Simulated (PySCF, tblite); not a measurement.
# C₈H₁₆Si: geometry, infrared bands and NMR shifts

What infrared bands and NMR shifts should C₈H₁₆Si (`C=C(C)[C@@]1(C)CCC[SiH2]1`) show?

Programs: tblite 0.8.0 and PySCF 2.14.0, with density-fitted response routines of our own. Each step states its level of theory. These are calculated values for one molecule in the gas phase, unless marked as measured. Atoms are numbered from 0 throughout.

## 1. The starting structure

25 atoms, charge 0, multiplicity 1; geometry from: force field or distance geometry start.

Bonds of the start (Å): C0–C1 1.34, C1–C2 1.50, C1–C3 1.47, C3–C4 1.50, C3–C5 1.52, C5–C6 1.52, C6–C7 1.54, C7–Si8 1.89, Si8–C3 1.85, C0–H9 1.09, C0–H10 1.09, C2–H11 1.11, C2–H12 1.10, C2–H13 1.12, C4–H14 1.11, C4–H15 1.11, C4–H16 1.11, C5–H17 1.11, C5–H18 1.13, C6–H19 1.10, C6–H20 1.10, C7–H21 1.10, C7–H22 1.10, Si8–H23 1.45, Si8–H24 1.46.

## 2. Geometry optimisation with GFN2-xTB

Job settings and geometry (Å):

```
{"job": {"kind": "relax", "xc": "GFN2-xTB", "basis": "xTB"}, "charge": 0, "multiplicity": 1}
C      1.950600    -0.349600     1.485700
C      1.502900     0.054600     0.283600
C      2.432400     0.831400    -0.595300
C      0.151400    -0.239300    -0.213100
C      0.220200    -1.052100    -1.469800
C     -0.751000    -0.939800     0.796800
C     -2.183000    -0.665400     0.364000
C     -2.353800     0.855600     0.489400
Si    -0.757800     1.369100    -0.376700
H      1.334700    -0.917600     2.189300
H      2.954200    -0.111700     1.827500
H      2.146700     1.903300    -0.497300
H      3.483500     0.638600    -0.351600
H      2.265300     0.574100    -1.670900
H      1.056300    -1.760400    -1.323900
H     -0.685800    -1.664700    -1.658600
H      0.416900    -0.435500    -2.367900
H     -0.521100    -2.028700     0.845800
H     -0.627700    -0.478400     1.820100
H     -2.333000    -0.903200    -0.700100
H     -2.931000    -1.201500     0.967400
H     -2.371600     1.144300     1.549700
H     -3.236600     1.218600    -0.062400
H     -0.174600     2.414000     0.437100
H     -0.999400     1.768500    -1.759700
```

On the command line:

```bash
$ OMP_NUM_THREADS=1 python probes_run.py task.json out
```

This one command runs all jobs of the session in turn.

**Question.** This job is followed by: GFN2-xTB harmonic vibrations, gas phase; GIAO PBE0/pcSseg-1 NMR shielding, non-relativistic, gas phase. What will the session give for the following? strongest single infrared mode (GFN2-xTB); zero-point energy (GFN2-xTB); 13C shifts against TMS (PBE0/pcSseg-1); 1H shifts against TMS (PBE0/pcSseg-1, means over atoms taken as alike); 29Si shifts against TMS (PBE0/pcSseg-1).

**Answer**, as computed:

| quantity | value |
| --- | --- |
| strongest single infrared mode (GFN2-xTB) | 2234 cm⁻¹, 414 km/mol |
| zero-point energy (GFN2-xTB) | 134.8 kcal/mol |
| 13C shifts against TMS (PBE0/pcSseg-1) | 161.8, 110.2, 43.1, 41.9, 29.2, 28.7, 25.4, 9.8 ppm |
| 1H shifts against TMS (PBE0/pcSseg-1, means over atoms taken as alike) | 4.96, 4.89, 4.17, 4.08, 2.12, 2.01, 1.77, 1.76, 1.44, 1.15, 1.01, 0.89 ppm |
| 29Si shifts against TMS (PBE0/pcSseg-1) | -16.0 ppm |

What this shows: The optimisation took 148 steps and gained 0.503 eV; among the close pairs (by a distance rule), C3–Si8 changed most, from 1.855 to 1.928 Å. No mode is imaginary among the 69: a minimum at this level. The strongest single mode, at 2234 cm⁻¹, moves mainly H24. GFN2-xTB is a fitted tight-binding method: band positions and strengths are rough. Its intensities can rank the bands wrongly. C1 (fully substituted alkene carbon) lies farthest downfield among carbon, at 161.8 ppm; an sp2 carbon of a C=C bond. At PBE0/pcSseg-1: Shielding is most anisotropic at C1 (span 255 ppm, paramagnetic term -235 ppm).
